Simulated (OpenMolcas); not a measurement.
# One shape, several levels: SnNH2F (SMILES [NH2][Sn][F])

Wanted: a comparison of 5 runs (B2PLYP/def2-SVP, B3LYP/def2-SVP, PBE/def2-SVP, MP2/def2-SVP, CCSD(T)/def2-SVP) of SnNH2F. 

Program for the calculation: OpenMolcas 26.06.

## (1) The molecule

SnNH2F has 5 atoms, charge 0, and is taken as a singlet. SMILES: `[NH2][Sn][F]`. The shape is that of a PBE0-D4/def2-TZVP optimisation. This is one conformer, not always the lowest.

Bond lengths: N1–Sn2 2.003 Å, Sn2–F3 1.951 Å, N1–H4 1.008 Å, N1–H5 1.010 Å. Angles: N1–Sn2–F3 92.0°, Sn2–N1–H4 126.2°, Sn2–N1–H5 121.8°, H4–N1–H5 112.0°.

## (2) A single-point energy at B2PLYP/def2-SVP (core potential) (run 1)

test.inp reads:

```
&GATEWAY
  BasLib=$CurrDir
  Coord
  5
  angstrom
  N       -0.302900       0.495500      -0.393300
  Sn       0.338900      -0.053700       1.423200
  F        0.966900      -1.775900       0.754300
  H       -0.746800       1.369300      -0.629100
  H       -0.206200      -0.108900      -1.196600
  Basis=def2-SVP
  Group=NoSym

&SEWARD
  GridInput
  Grid=UltraFine
  End of Grid

&SCF
  KSDFT=B2PLYP_SCF
  Thresholds=1e-10 1e-07 1e-07 1e-05
  PrOrbitals=1 2

&MBPT2
  Frozen=6
```

The basis set def2-SVP is read from a file made from the Basis Set Exchange's data (not shown).

The run is started by

```console
$ export MOLCAS_MEM=1860
$ pymolcas test.inp > test.log
```

The program printed:

```text
--- Start Module: gateway ---
[...]
--- Stop Module: gateway /rc=_RC_ALL_IS_WELL_ ---
[...]
      Basis functions           64
[...]
--- Start Module: scf ---
[...]
       Convergence after  14 Iterations
[...]
::    Total KS-DFT energy                            -369.4681078890
[...]
      Total spin, S                                     0.0000000000
[...]
      Total electronic charge=   40.000000
      Total            charge=   -0.000000
[...]
      Dipole Moment (debye):
      Origin of the operator (angstrom)=    0.3473   -0.2064    1.1466
                   X= -1.1831E+00               Y=  2.7363E+00               Z=  2.1200E-01           Total=  2.9886E+00
      Quadrupole Moment (debye*angstrom):
[...]
--- Stop Module: scf /rc=_RC_ALL_IS_WELL_ ---
[...]
--- Start Module: mbpt2 ---
[...]
 ###    WARNING: MP2 implementation intended for RHF references only         ###
 ###############################################################################
MBPT2 WARNING: Reference function according to RunFile:KS-DFT
I'll assume you know what you're doing and continue
WARNING!
Default frozen orbitals as non valence orbitals is overwritten by user input.
Default values:   2
[...]
       Reference weight ( Cref**2 )         =        0.81298
::    Total MBPT2 energy                             -370.0300942727
[...]
      Total MBPT2 calculations                           0.12      0.13
--- Stop Module: mbpt2 /rc=_RC_ALL_IS_WELL_ ---
[...]
```

Run time: 11 s. Hardware: 1 thread of Arm Neoverse V2, shared host; peak memory 0.4 GiB.

## (3) Energy and forces at B3LYP/def2-SVP (core potential) (run 2)

job.input reads:

```
&gateway
  baslib
  $CurrDir
  basisset
  N.def2-SVP....
  N1 -0.302900 0.495500 -0.393300 angstrom
  End of Basis
  basisset
  Sn.def2-SVP....
  Sn2 0.338900 -0.053700 1.423200 angstrom
  End of Basis
  basisset
  F.def2-SVP....
  F3 0.966900 -1.775900 0.754300 angstrom
  End of Basis
  basisset
  H.def2-SVP....
  H4 -0.746800 1.369300 -0.629100 angstrom
  H5 -0.206200 -0.108900 -1.196600 angstrom
  End of Basis

&seward
  gridinput
  Grid=UltraFine
  End of Grid

&scf
  ksdft
  B3LYP
  thresholds
  1e-10 1e-07 1e-07 1e-05
  prorbitals
  1 2

&alaska
```

The basis set def2-SVP is read from a file made from the Basis Set Exchange's data (not shown).

The run is started by

```console
$ export MOLCAS_MEM=1860
$ pymolcas job.input > job.log
```

The program printed:

```text
--- Start Module: gateway ---
[...]
--- Stop Module: gateway /rc=_RC_ALL_IS_WELL_ ---
[...]
      Basis functions           64
[...]
--- Start Module: scf ---
[...]
       Convergence after  18 Iterations
[...]
::    Total KS-DFT energy                            -370.0966361671
[...]
      Total spin, S                                     0.0000000000
[...]
      Total electronic charge=   40.000000
      Total            charge=   -0.000000
[...]
      Dipole Moment (debye):
      Origin of the operator (angstrom)=    0.3473   -0.2064    1.1466
                   X= -1.1636E+00               Y=  2.5797E+00               Z= -2.1762E-02           Total=  2.8301E+00
      Quadrupole Moment (debye*angstrom):
[...]
--- Stop Module: scf /rc=_RC_ALL_IS_WELL_ ---
[...]
--- Start Module: alaska ---
[...]
 *              Molecular gradients               *
 **************************************************
  Irreducible representation: a
 ------------------------------------------------------------------------------------------
                              X                       Y                       Z
 ------------------------------------------------------------------------------------------
  N1                1.45331649350533E-03   -1.64366029243723E-03    3.28495780902216E-03
  SN2              -1.10695502902824E-03   -5.31459385432953E-03   -1.60632840868686E-02
  F3               -3.36569331796177E-03    9.22333410509779E-03    3.57445725318328E-03
  H4                3.60502201800017E-03   -6.79800132957364E-03    2.53837696836734E-03
  H5               -5.85690164534913E-04    4.53292137128658E-03    6.66549205625167E-03
 ------------------------------------------------------------------------------------------
--- Stop Module: alaska /rc=_RC_ALL_IS_WELL_ ---
[...]
```

Wall time 17 s (1 thread of Arm Neoverse V2, shared host); peak memory 0.4 GiB.

Runs 3 to 4 aren't shown in full; the table further down has their settings and results.

## (4) The energy at CCSD(T)/def2-SVP (core potential) (run 5)

calc.inp reads:

```
>>> EXPORT MOLCAS_PRINT=2

&gateway
  baslib
  $CurrDir
  basisset
  N.def2-SVP....
  N1 -0.302900 0.495500 -0.393300 angstrom
  End of Basis
  basisset
  Sn.def2-SVP....
  Sn2 0.338900 -0.053700 1.423200 angstrom
  End of Basis
  basisset
  F.def2-SVP....
  F3 0.966900 -1.775900 0.754300 angstrom
  End of Basis
  basisset
  H.def2-SVP....
  H4 -0.746800 1.369300 -0.629100 angstrom
  H5 -0.206200 -0.108900 -1.196600 angstrom
  End of Basis

&seward

&scf
  thresholds
  1e-10 1e-07 1e-07 1e-05
  prorbitals
  1 1

&rasscf
  fileorb
  $Project.ScfOrb
  spin
  1
  nactel
  0 0 0
  inactive
  20
  ras2
  0
  outorbitals
  Canonical
  orblisting
  Few

&motra
  jobiph
  frozen
  6

&ccsdt
  cct
  triples
  2
  iterations
  80
  accuracy
  1e-08
  extrapolation
  5 4
```

The basis set def2-SVP is read from a file made from the Basis Set Exchange's data (not shown).

The run is started by

```console
$ export MOLCAS_MEM=1860
$ pymolcas calc.inp > calc.log
```

The program printed:

```text
--- Start Module: gateway ---
[...]
--- Stop Module: gateway /rc=_RC_ALL_IS_WELL_ ---
[...]
      Basis functions           64
[...]
       Convergence after  14 Iterations
[...]
::    Total SCF energy                               -368.3210227586
[...]
      Total spin, S                                     0.0000000000
[...]
      Number of active orbitals                  0
[...]
      Spin quantum number                      0.0
[...]
      Active orbitals                            0
[...]
      Number of CSFs                             1
[...]
      Number of root(s) required                 1
[...]
      Convergence after  4 iterations
[...]
      Natural orbitals and occupation numbers for root  1
      ************************************************************************************************************************
      *                                                    Final results                                                     *
      ************************************************************************************************************************
[...]
::    RASSCF root number  1 Total energy:   -368.32102276
[...]
      Total electronic charge=   40.000000
      Total            charge=   -0.000000
[...]
      Dipole Moment (debye):
      Origin of the operator (angstrom)=    0.3473   -0.2064    1.1466
                   X= -1.1984E+00               Y=  2.8531E+00               Z=  3.8284E-01           Total=  3.1182E+00
      Quadrupole Moment (debye*angstrom):
[...]
--- Start Module: motra ---
[...]
      *** WARNING: Default frozen orbitals is overwritten by user input.
      *** Default values:   2
[...]
--- Stop Module: motra /rc=_RC_ALL_IS_WELL_ ---
--- Start Module: ccsdt ---
[...]
      Convergence after                    19  Iterations
      Total energy (diff) :    -368.79457371       0.00000000
[...]
 METHOD                       : CCSD+T(CCSD)+<T3(1)WT1> = CCSD(T)
[...]
       CCSD     =      -368.7945737137591
[...]
--- Stop Module: ccsdt /rc=_RC_ALL_IS_WELL_ ---
[...]
```

Wall time 33 s (1 thread of Arm Neoverse V2, shared host); peak memory 0.4 GiB.

## (5) Overview of the runs

| run | level | task | frozen core orbitals | energy (Eh) | dipole moment (D) of the reference | HOMO energy (eV) | LUMO energy (eV) | wall time |
| --- | --- | --- | --- | --- | --- | --- | --- | --- |
| 1 | B2PLYP/def2-SVP (core potential) | energy | 6 | -369.619844 | 2.99 | -8.42 | -0.69 | 11 s |
| 2 | B3LYP/def2-SVP (core potential) | gradient | – | -370.096636 | 2.83 | -7.10 | -1.85 | 17 s |
| 3 | PBE/def2-SVP (core potential) | gradient | – | -369.861810 | 2.68 | -6.01 | -2.28 | 19 s |
| 4 | MP2/def2-SVP (core potential) | energy | 6 | -368.775475 | 3.12 | -9.93 | 0.97 | 3.6 s |
| 5 | CCSD(T)/def2-SVP (core potential) | energy | 6 | -368.806401 | 3.12 | -9.93 | 0.97 | 33 s |

## (6) Outcome

| quantity | value |
| --- | --- |
| run 5: total energy | -368.80640 Eh |
| run 5: dipole moment (mean-field density) | 3.12 D |
| run 5: HOMO energy (Hartree–Fock orbitals) | -9.93 eV |
| run 5: LUMO energy (Hartree–Fock orbitals) | 0.97 eV |
| run 5: HOMO–LUMO gap (Hartree–Fock orbitals) | 10.90 eV |
| run 5: correlation energy (6 core orbitals frozen) | -485.4 mEh |
| run 5: (T) correction | -11.83 mEh |

In words: Over runs 1, 2, 3 the dipole moment (its size) runs from 2.68 D (PBE/def2-SVP) to 2.99 D (B2PLYP/def2-SVP). A double hybrid's value is that of its SCF part. Over runs 1, 2, 3 the HOMO–LUMO gap runs from 3.74 eV (PBE/def2-SVP) to 7.73 eV (B2PLYP/def2-SVP). For B2PLYP the log adds the whole second-order term; the table takes 0.27 of it, as the functional is defined. Totals of different functionals can't be ranked against each other. All runs together took 85 s, the longest 33 s.
